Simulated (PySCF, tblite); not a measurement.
# C₈H₉ClSi: geometry, infrared bands and NMR shifts

Wanted: the infrared bands and NMR shifts of C₈H₉ClSi (`C#C[SiH2]/C=C/C(Cl)=C/C=C`), by calculation.

The runs use tblite 0.8.0 and PySCF 2.14.0, with density-fitted response routines of our own; the level of theory stands in each step. All values are computed, except where a source is named. Atoms are numbered from 0 throughout.

### Step 1. The molecule as given

19 atoms, charge 0, multiplicity 1; geometry from: force field or distance geometry start.

Bonds of the start (Å): C0–C1 1.19, C1–Si2 1.88, Si2–C3 1.85, C3–C4 1.35, C4–C5 1.47, C5–Cl6 1.74, C5–C7 1.34, C7–C8 1.45, C8–C9 1.35, C0–H10 1.07, Si2–H11 1.48, Si2–H12 1.47, C3–H13 1.09, C4–H14 1.10, C7–H15 1.09, C8–H16 1.08, C9–H17 1.08, C9–H18 1.08.

### Step 2. Relaxing the molecule with GFN2-xTB

What the job is given:

```
{"job": {"kind": "relax", "xc": "GFN2-xTB", "basis": "xTB"}, "charge": 0, "multiplicity": 1}
C      3.207000     3.113900     0.540600
C      3.237000     1.922200     0.586600
Si     3.314500     0.042400     0.682100
C      1.789800    -0.705100    -0.048200
C      0.523900    -0.337100     0.220500
C     -0.697300    -0.920400    -0.345000
Cl    -0.539400    -2.262000    -1.439200
C     -1.894600    -0.420400    -0.004800
C     -3.190000    -0.892100    -0.466600
C     -4.351900    -0.331400    -0.074200
H      3.158800     4.179200     0.489000
H      3.427700    -0.390800     2.093700
H      4.483100    -0.455600    -0.051500
H      2.025100    -1.528300    -0.718000
H      0.355300     0.504600     0.902400
H     -1.943400     0.419200     0.692000
H     -3.233100    -1.724300    -1.155700
H     -4.387300     0.503700     0.608200
H     -5.295200    -0.708500    -0.443100
```

On the command line:

```bash
OMP_NUM_THREADS=1 python probes_run.py task.json out
```

The driver reads the jobs from task.json and runs them one after another.

**Question.** This job is followed by: GFN2-xTB harmonic vibrations, gas phase; GIAO PBE0/pcSseg-1 NMR shielding, non-relativistic, gas phase. What will the session give for the following? strongest single infrared mode (GFN2-xTB); zero-point energy (GFN2-xTB); 13C shifts against TMS (PBE0/pcSseg-1); 1H shifts against TMS (PBE0/pcSseg-1, means over atoms taken as alike); 29Si shifts against TMS (PBE0/pcSseg-1); 35Cl shifts against HCl (PBE0/pcSseg-1).

As calculated:

```
                                                              quantity                                                      value
                             strongest single infrared mode (GFN2-xTB)                                      2204 cm⁻¹, 427 km/mol
                                          zero-point energy (GFN2-xTB)                                              82.4 kcal/mol
                                13C shifts against TMS (PBE0/pcSseg-1)  152.8, 145.6, 141.6, 139.5, 130.4, 130.1, 106.0, 85.0 ppm
1H shifts against TMS (PBE0/pcSseg-1, means over atoms taken as alike)         7.34, 7.21, 6.54, 6.50, 5.78, 5.77, 4.87, 2.01 ppm
                               29Si shifts against TMS (PBE0/pcSseg-1)                                                  -69.5 ppm
                               35Cl shifts against HCl (PBE0/pcSseg-1)                                                    177 ppm
```

In words: Relaxing lowered the energy by 0.155 eV in 174 steps; the close pair that moved most is C1–Si2, from 1.884 to 1.851 Å. All 51 modes are real, so the xTB geometry is a minimum. The strongest single mode, at 2204 cm⁻¹, moves mainly H11 and H12. Unscaled tight-binding wavenumbers are off by several per cent, some by more. Its intensities can rank the bands wrongly. At PBE0/pcSseg-1: The widest tensor belongs to Cl6: span 407 ppm, with a paramagnetic part of -376 ppm.
